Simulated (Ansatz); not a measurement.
# CH₄FNOSi: one species, many methods

One table from this session's results is given with a row withheld; the runs are named, their logs left out.

Method: functionals in def2-TZVPP, the program's frozen cores in correlated methods; program: Ansatz 0.2.0, Gaussian basis.

Plan: LDA (SPW92), PBE-D4, revPBE-D4, BLYP-D4, r2SCAN-D4, B97M-V, PBE0-D4, B3LYP-D4, r2SCANh-D4, r2SCAN0-D4, HSE06-D4, BHLYP-D4, CAM-B3LYP-D4, LC-ωPBE, ωB97X-V, ωB97M-V, B2PLYP, PBE-QIDH; CCSD(T)/def2-SVP; CCSD(T)/def2-TZVPP; MP2/def2-QZVPP; extrapolation to the limit; RPA on PBE.

## Structure used throughout

The geometry comes from an earlier relaxation with PBE0-D4 in a triple-zeta def2 set; it is a stationary point, not always the lowest conformer.

SMILES `N=C(F)O[SiH3]`, 9 atoms, charge 0, spin multiplicity 1.

Atoms are counted from 1 here; the program's logs count them from 0.

Bond lengths: N1–C2 1.250 Å, N1–H6 1.014 Å, C2–F3 1.318 Å, C2–O4 1.328 Å, O4–Si5 1.675 Å, Si5–H7 1.483 Å, Si5–H8 1.475 Å, Si5–H9 1.483 Å. Angles: C2–N1–H6 113.3°, N1–C2–F3 119.3°, N1–C2–O4 132.2°, F3–C2–O4 108.4°, C2–O4–Si5 124.3°, O4–Si5–H7 109.2°, O4–Si5–H8 104.6°, O4–Si5–H9 109.3°, H7–Si5–H8 111.9°, H7–Si5–H9 109.8°, H8–Si5–H9 111.8°.

Geometry (Å):

```xyz
9
charge 0, multiplicity 1
N     1.6457    0.9385    0.1930
C     1.3780   -0.2671    0.0004
F     2.3624   -1.1375   -0.1079
O     0.2269   -0.9165   -0.1295
Si   -1.2795   -0.1875   -0.0701
H     0.8216    1.5256    0.2626
H    -1.3747    0.8261   -1.1481
H    -2.2363   -1.2929   -0.2670
H    -1.4555    0.4650    1.2497
```

The first run:

File in.yaml:

```yaml
crystal:
  periodic: [false, false, false]
  atoms:
    - {symbol: N, position_ang: [1.645696, 0.938538, 0.192961]}
    - {symbol: C, position_ang: [1.378029, -0.267101, 0.000382]}
    - {symbol: F, position_ang: [2.362364, -1.137545, -0.107943]}
    - {symbol: O, position_ang: [0.226866, -0.916464, -0.129506]}
    - {symbol: Si, position_ang: [-1.279500, -0.187510, -0.070111]}
    - {symbol: H, position_ang: [0.821628, 1.525602, 0.262606]}
    - {symbol: H, position_ang: [-1.374699, 0.826091, -1.148140]}
    - {symbol: H, position_ang: [-2.236255, -1.292892, -0.267025]}
    - {symbol: H, position_ang: [-1.455528, 0.464982, 1.249674]}
basis:
  gaussian: {orbitals: def2-TZVPP}
hamiltonian: {xc: lda}
output: {orbitals: {seedname: orbitals}}
```

Started as:

```
$ ansatz run in.yaml --threads 2 --pin off --events-out ev --progress --plain --max-ram 4352MiB
```

Steps of the session up to this table: LDA; PBE-D4 (GGA); revPBE-D4 (GGA); BLYP-D4 (GGA); r2SCAN-D4 (meta-GGA); B97M-V (meta-GGA); B3LYP-D4 (hybrid); r2SCANh-D4 (hybrid); r2SCAN0-D4 (hybrid); HSE06-D4 (hybrid); BHLYP-D4 (hybrid); CAM-B3LYP-D4 (range-separated); LC-ωPBE (range-separated); ωB97X-V (range-separated); ωB97M-V (range-separated); B2PLYP (double hybrid); PBE-QIDH (double hybrid).

One table of the session follows, with a row left open; its other results are not shown here.

It belongs to the step «Frontier levels by functional». 

| functional | HOMO (eV) | gap (eV) |
| --- | --- | --- |
| LDA (SPW92) | -7.18 | 5.57 |
| PBE-D4 | -7.02 | 5.69 |
| revPBE-D4 | -6.95 | 5.75 |
| BLYP-D4 | -6.92 | 5.72 |
| r2SCAN-D4 | -7.40 | 6.51 |
| B97M-V | -7.59 | 6.43 |
| PBE0-D4 | ? | ? |
| B3LYP-D4 | -8.41 | 7.72 |
| r2SCANh-D4 | -8.02 | 7.41 |
| r2SCAN0-D4 | -8.86 | 8.67 |
| HSE06-D4 | -8.24 | 7.40 |
| BHLYP-D4 | -9.96 | 10.34 |
| CAM-B3LYP-D4 | -10.09 | 10.59 |
| LC-ωPBE | -11.47 | 13.18 |
| ωB97X-V | -11.07 | 12.65 |
| ωB97M-V | -10.99 | 12.23 |

Estimate the missing values for PBE0-D4.

The run gave: HOMO (eV): -8.65; gap (eV): 8.18. In the column «HOMO (eV)» it lies between r2SCAN0-D4 (-8.86) and B3LYP-D4 (-8.41).
